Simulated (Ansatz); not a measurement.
# H2OZn2: the cost of one run

Program: Ansatz 0.2.0. Level of theory: the levels named in each step. These are calculated values, not measurements.

## Step 1: The starting structure

Bond lengths: Zn2–Zn3 2.552 Å, O1–H4 0.971 Å, O1–H5 0.971 Å. Angles: H4–O1–H5 104.9°.

Coordinates:

```xyz
5

O     0.6735    1.6820   -0.4320
Zn    0.0337    0.0271    1.3025
Zn   -0.2258   -0.5069   -1.1792
H     1.6011    1.9272   -0.5829
H     0.1736    2.5055   -0.5565
```

## Step 2: A rough first relaxation, PBE-D4/def2-SVP

This run stands in another session on the same molecule. It ended at:

```xyz
5

O     0.8623    2.1406   -0.2576
Zn    0.0827    0.2103   -0.1139
Zn   -0.8515   -2.0702   -0.7452
H     1.8090    2.3823   -0.1788
H     0.3537    2.9720   -0.1525
```

## Step 3: Relaxation, r2SCAN-D4/def2-TZVPP

input.yaml reads:

```yaml
crystal:
  periodic: [false, false, false]
  atoms:
    - { symbol: O, position_ang: [0.86225953, 2.14060949, -0.25762625] }
    - { symbol: Zn, position_ang: [0.08272148, 0.21027441, -0.11394883] }
    - { symbol: Zn, position_ang: [-0.85149045, -2.07017712, -0.74520633] }
    - { symbol: H, position_ang: [1.80896449, 2.38232726, -0.17877321] }
    - { symbol: H, position_ang: [0.35365495, 2.97197596, -0.15251538] }
magnetization:
  spin_polarized: true
  initial_magnetization: 1
total_charge: 1
basis:
  gaussian: { orbitals: def2-TZVPP }
hamiltonian:
  xc: r2scan
  dispersion: d4
relax:
  f_tol: 0.002
  max_steps: 150
```

Launch:

```
ansatz run input.yaml --threads 4 --pin off --max-ram 10240MiB --backend cpu --events-out ev --progress --plain --runs-dir out
```

Q: Estimate wall time and peak memory on 4 threads of Intel Xeon at 2.70GHz, shared host.

About 75 s, with a peak of 0.38 GiB.
